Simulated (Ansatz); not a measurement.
Crystal: GeW.

```
Ge W
1.0
     0.00000    2.57761    2.57761
     2.57761    0.00000    2.57761
     2.57761    2.57761    0.00000
Ge W
1 1
Cartesian
  2.5776 2.5776 2.5776
  0.0000 0.0000 0.0000
```

The cell was built by a generator and needn't be a form met in nature.

Base run:

| Property | Result |
| --- | --- |
| Program | Ansatz 0.2.0 |
| Functional | r2SCAN |
| Potentials or basis | Ansatz PAW |
| Cutoff | 500 eV (not typed: the program's choice for these potentials) |
| k mesh | 9 × 9 × 9 |
| Occupations | fermi-dirac, width 0.05 eV |
| Spin | no spin polarisation |

Its results: band gap on the k mesh none (metal or under the smearing width); pressure -3.3 GPa.

Problem. The run is repeated on the same cell with these changes: functional from r2SCAN to BLYP; cutoff from 500 eV (not typed: the program's choice for these potentials) to 420 eV (not typed: the program's choice for these potentials). What comes out?

Solution. Band gap on the k mesh none (metal or under the smearing width); pressure 8.2 GPa.

Caveats: spin-orbit coupling is left out, which moves the levels of the heavy elements; the PAW data sets come from PBE, with cores solved anew for the run's functional, which leaves a small shift of forces and pressure.
